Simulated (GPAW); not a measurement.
HPbNO4:

```
H Pb N O
1.0
     4.19923    0.11117    0.16817
     1.91600    3.89132    0.12568
     1.76085    1.25259    6.37266
H Pb N O
1 1 1 4
Direct
  0.89145 0.68202 0.62796
  0.14426 0.92872 0.88352
  0.25670 0.28861 0.30171
  0.83108 0.65056 0.78405
  0.38694 0.22380 0.11295
  0.31104 0.03576 0.45856
  0.07726 0.60633 0.32275
```

The cell was built by a generator and needn't be a form met in nature.

Base run:

```yaml
Program: GPAW 26.7.0
Functional: revPBE
Potentials_or_basis: the program's PAW data sets (release 1.2.1) made for this functional
Cutoff: 800 eV
Basis: pw
k_mesh: 5 × 5 × 3
Occupations: fermi-dirac, width 0.05 eV
Spin: no spin polarisation
```

Its results: band gap on the k mesh 2.91 eV, indirect (least direct gap 2.91 eV); pressure 1.8 GPa; largest force 0.179 eV/Å.

Question: The run is repeated on the same cell with these changes: functional from revPBE to RPBE. What comes out?

Answer: Band gap on the k mesh 2.91 eV, indirect (least direct gap 2.92 eV); pressure 2.4 GPa; largest force 0.245 eV/Å.

Caveats: spin-orbit coupling is left out, which as a rule narrows the gap of such compounds by several tenths of an eV.

A k mesh can miss the band edges.
